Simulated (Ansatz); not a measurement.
**SbH₄− (triplet): wave-function methods side by side at a displaced geometry (v1), def2-SVPD**

Aim: climb from Hartree-Fock through coupled cluster and multireference methods for SbH₄− (triplet) at one geometry and basis, and see what each rung misses.

Method: def2-SVPD, core rule «outside noble gas», up to 9 orbitals frozen; program: Ansatz 0.2.0, Gaussian basis.

To be run: UHF; CCSD(T) on ROHF; CCSD(T) on UHF; BCCD(T) on ROHF; CISD; CCSDT(Q) on ROHF; CCSDT(Q) on UHF; CASSCF and MRCISD+Q, 10 electrons in 8 orbitals; CASSCF and NEVPT2, 10 electrons in 8 orbitals.

24 further runs of the same task are left out: 9 that didn't finish, 15 set aside as unsound or not needed.

### 1 The geometry

The geometry is a PBE0/def2-TZVPD stationary point (not a proven minimum) with its atoms shifted at random (size 0.040 Å). No spin-orbit coupling is included. Elements past krypton take def2 core potentials.

5 atoms, charge -1, spin multiplicity 3.

Atoms are counted from 1 here; the program's logs count them from 0.

Bond lengths: Sb1–H2 1.854 Å, Sb1–H3 1.794 Å, Sb1–H4 1.888 Å, Sb1–H5 1.902 Å. Angles: H2–Sb1–H3 93.2°, H2–Sb1–H4 94.5°, H2–Sb1–H5 156.0°, H3–Sb1–H4 151.8°, H3–Sb1–H5 93.3°, H4–Sb1–H5 90.5°.

### 2 UHF

Contents of in.yaml:

```yaml
crystal:
  periodic: [false, false, false]
  atoms:
    - {symbol: Sb, position_ang: [0.000860, -0.000031, 0.001317]}
    - {symbol: H, position_ang: [0.355970, 1.277681, 1.297093]}
    - {symbol: H, position_ang: [-0.486994, -1.234451, 1.208653]}
    - {symbol: H, position_ang: [-0.401429, 1.260720, -1.345235]}
    - {symbol: H, position_ang: [0.428515, -1.300165, -1.319581]}
basis:
  gaussian: {orbitals: def2-SVPD}
total_charge: -1
magnetization: {spin_polarized: true, initial_magnetization: 2}
hamiltonian: {xc: hf}
output: {orbitals: {seedname: orbitals}}
```

Launch:

```bash
$ ansatz run in.yaml --threads 1 --pin off --events-out ev --progress --plain --max-ram 2393MiB
```

After this run come: CCSD(T) on ROHF; CCSD(T) on UHF; BCCD(T) on ROHF; CISD; CCSDT(Q) on ROHF; CCSDT(Q) on UHF; CASSCF and MRCISD+Q, 10 electrons in 8 orbitals; CASSCF and NEVPT2, 10 electrons in 8 orbitals.

**Question.** What will the summary of the whole plan be? Wanted: UCCSDT(Q) below the RHF energy; RMP2 from UCCSDT(Q); UMP2 from UCCSDT(Q); RCCSD from UCCSDT(Q); RCCSD(T) from UCCSDT(Q); UCCSD(T) from UCCSDT(Q); RCCSDT(Q) from UCCSDT(Q); NEVPT2 valence from UCCSDT(Q); MRCISD+Q valence from UCCSDT(Q).

The runs gave:

| quantity | value |
| --- | --- |
| UCCSDT(Q) below the RHF energy | -5.1866 eV |
| RMP2 from UCCSDT(Q) | +1147.9 meV |
| UMP2 from UCCSDT(Q) | +1179.1 meV |
| RCCSD from UCCSDT(Q) | +203.8 meV |
| RCCSD(T) from UCCSDT(Q) | +44.1 meV |
| UCCSD(T) from UCCSDT(Q) | +41.9 meV |
| RCCSDT(Q) from UCCSDT(Q) | +3.7 meV |
| NEVPT2 valence from UCCSDT(Q) | +1111.7 meV |
| MRCISD+Q valence from UCCSDT(Q) | +23.0 meV |
| levels within 1 kcal/mol (43 meV) | UCCSD(T), RCCSDT, UCCSDT, RCCSDT(Q), MRCISD+Q valence |
| T1 diagnostic | 0.032 |
| effectively unpaired electrons | 2.02 |

In words: RCCSD(T) misses by +44.1 meV, 0.9 % of the correlation energy. One determinant dominates. Of the multireference levels listed MRCISD+Q valence comes nearest in total energy (+23.0 meV), which doesn't show that its space is the better one. These misses are within one basis, not against nature; the frozen cores of restricted and unrestricted runs differ, which can shift their rows.
